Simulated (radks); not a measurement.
# In²⁺ with its nuclear charge varied continuously

What is the energy between the elements? 47 electrons are held in [Kr] 4d10 5s1 while Z is changed in small steps.

Method: Dirac Kohn-Sham, PBE, spin-unpolarised, spherical densities, point nucleus. Code: radks (a radial shooting solver on a logarithmic mesh, Libxc functionals) version 1.

## 1. The atom as given

* element: indium (Z = 49)
* charge: +2
* electrons: 47
* configuration: [Kr] 4d10 5s1

The outer shells:

In²⁺
```
[Kr] core
4d [↑↓][↑↓][↑↓][↑↓][↑↓]
5s [↑ ]
```

## 2. Z = 49

The run's settings:

```text
Z 49
configuration [Kr] 4d10 5s1
relativity Dirac
functional pbe,pbe
spin unpolarised
j_filling average
nucleus point
c 137.035999084
```

## 3. Z = 48.5

Changes since step 2:

```diff
@@ -1,2 +1,2 @@
-Z 49
+Z 48.5
 configuration [Kr] 4d10 5s1
```

## 4. Z = 48.6

Changes since step 3:

```diff
@@ -1,2 +1,2 @@
-Z 48.5
+Z 48.6
 configuration [Kr] 4d10 5s1
```

## 5. Z = 48.7

Changes since step 4:

```diff
@@ -1,2 +1,2 @@
-Z 48.6
+Z 48.7
 configuration [Kr] 4d10 5s1
```

## 6. Z = 48.8

Changes since step 5:

```diff
@@ -1,2 +1,2 @@
-Z 48.7
+Z 48.8
 configuration [Kr] 4d10 5s1
```

## 7. Z = 48.9

Changes since step 6:

```diff
@@ -1,2 +1,2 @@
-Z 48.8
+Z 48.9
 configuration [Kr] 4d10 5s1
```

## 8. Z = 49.1

Changes since step 7:

```diff
@@ -1,2 +1,2 @@
-Z 48.9
+Z 49.1
 configuration [Kr] 4d10 5s1
```

## 9. Z = 49.2

Changes since step 8:

```diff
@@ -1,2 +1,2 @@
-Z 49.1
+Z 49.2
 configuration [Kr] 4d10 5s1
```

## 10. Z = 49.3

Changes since step 9:

```diff
@@ -1,2 +1,2 @@
-Z 49.2
+Z 49.3
 configuration [Kr] 4d10 5s1
```

## 11. Z = 49.4

Changes since step 10:

```diff
@@ -1,2 +1,2 @@
-Z 49.3
+Z 49.4
 configuration [Kr] 4d10 5s1
```

## 12. Z = 49.5

Changes since step 11:

```diff
@@ -1,2 +1,2 @@
-Z 49.4
+Z 49.5
 configuration [Kr] 4d10 5s1
```

## 13. Z = 49.6

Changes since step 12:

```diff
@@ -1,2 +1,2 @@
-Z 49.5
+Z 49.6
 configuration [Kr] 4d10 5s1
```

## 14. Z = 49.7

Changes since step 13:

```diff
@@ -1,2 +1,2 @@
-Z 49.6
+Z 49.7
 configuration [Kr] 4d10 5s1
```

## 15. Z = 49.8

Changes since step 14:

```diff
@@ -1,2 +1,2 @@
-Z 49.7
+Z 49.8
 configuration [Kr] 4d10 5s1
```

## 16. Z = 49.9

Changes since step 15:

```diff
@@ -1,2 +1,2 @@
-Z 49.8
+Z 49.9
 configuration [Kr] 4d10 5s1
```

## 17. Z = 50

Changes since step 16:

```diff
@@ -1,2 +1,2 @@
-Z 49.9
+Z 50
 configuration [Kr] 4d10 5s1
```

Q: Predict the outcome of this session. Wanted: for each run, Z; E; E(electron-nucleus)/Z; highest level; its energy; <r>.

The runs gave:

```tsv
Z	E (hartree)	E(electron-nucleus)/Z (hartree)	highest level	its energy (eV)	<r> (bohr)
48.5	-5737.98184	-286.615	5s1/2	-18.140	2.481
48.6	-5766.68419	-287.432	5s1/2	-19.211	2.451
48.7	-5795.46817	-288.248	5s1/2	-20.300	2.422
48.8	-5824.33381	-289.065	5s1/2	-21.405	2.394
48.9	-5853.28112	-289.881	5s1/2	-22.528	2.368
49	-5882.31012	-290.698	5s1/2	-23.668	2.342
49.1	-5911.42081	-291.515	5s1/2	-24.824	2.316
49.2	-5940.61322	-292.333	5s1/2	-25.997	2.292
49.3	-5969.88737	-293.150	5s1/2	-27.186	2.269
49.4	-5999.24328	-293.968	5s1/2	-28.391	2.246
49.5	-6028.68097	-294.786	5s1/2	-29.612	2.224
49.6	-6058.20046	-295.604	5s1/2	-30.849	2.202
49.7	-6087.80178	-296.422	5s1/2	-32.102	2.181
49.8	-6117.48495	-297.241	5s1/2	-33.370	2.161
49.9	-6147.25000	-298.060	5s1/2	-34.654	2.141
50	-6177.09694	-298.879	5s1/2	-35.953	2.121
```

**Reading.** At Z = 49 the central difference of E is -290.698 hartree, against -290.698 from the Hellmann-Feynman theorem. The top level goes from -18.140 eV at Z = 48.5 to -35.953 eV at Z = 50.
